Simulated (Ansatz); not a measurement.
# ZnHF (SMILES [F][ZnH]): functionals against CCSD(T) at one geometry

An exercise on one series of results from a longer session: the logs are not shown, and one member is left open.

Method: single points in def2-TZVPP; program: Ansatz 0.2.0, Gaussian basis.

Correlated methods freeze the cores. The 3s and 3p shells of Cu and Zn are frozen; filled d shells are correlated.

**Where the work starts**

SMILES `[F][ZnH]`, 3 atoms, charge 0, spin multiplicity 1.

Atoms are counted from 1 here; the program's logs count them from 0.

Bond lengths: F1–Zn2 1.840 Å, Zn2–H3 1.607 Å. Angles: F1–Zn2–H3 163.4°.

As a file:

```xyz
3
charge 0, multiplicity 1
F    -1.37023    0.82578   -0.65622
Zn    0.08431   -0.06105    0.03921
H     1.47759   -0.40389    0.76316
```

The first run:

File run/in.yaml:

```yaml
crystal:
  periodic: [false, false, false]
  atoms:
    - {symbol: F, position_ang: [-1.370229, 0.825782, -0.656220]}
    - {symbol: Zn, position_ang: [0.084305, -0.061052, 0.039206]}
    - {symbol: H, position_ang: [1.477588, -0.403893, 0.763156]}
basis:
  gaussian: {orbitals: def2-TZVPP}
hamiltonian: {xc: pbe, dispersion: d4}
output: {forces: true}
```

Launch:

```bash
$ ansatz run in.yaml --threads 2 --pin off --events-out ev --progress --plain --max-ram 3481MiB
```

Steps of the session up to this table: PBE-D4/def2-TZVPP; r2SCAN-D4/def2-TZVPP; PBE0-D4/def2-TZVPP; wB97M-V/def2-TZVPP; CCSD(T)/def2-TZVPP.

One table of the session follows, with a row left open; its other results are not shown here.

| method | RMS force component (eV/Å) | angle to CCSD(T) forces (°) | dipole (D) |
| --- | --- | --- | --- |
| PBE-D4 | ? | ? | ? |
| r2SCAN-D4 | 0.830 | 1.6 | 2.53 |
| PBE0-D4 | 0.768 | 1.5 | 2.61 |
| wB97M-V | 0.766 | 3.5 | 2.59 |
| CCSD(T) | 0.779 | reference | 2.56 |

**Question.** Estimate the row for PBE-D4.

**Answer.** RMS force component (eV/Å): 0.673; angle to CCSD(T) forces (°): 7.4; dipole (D): 2.44. In the column «RMS force component (eV/Å)» it is the lowest.
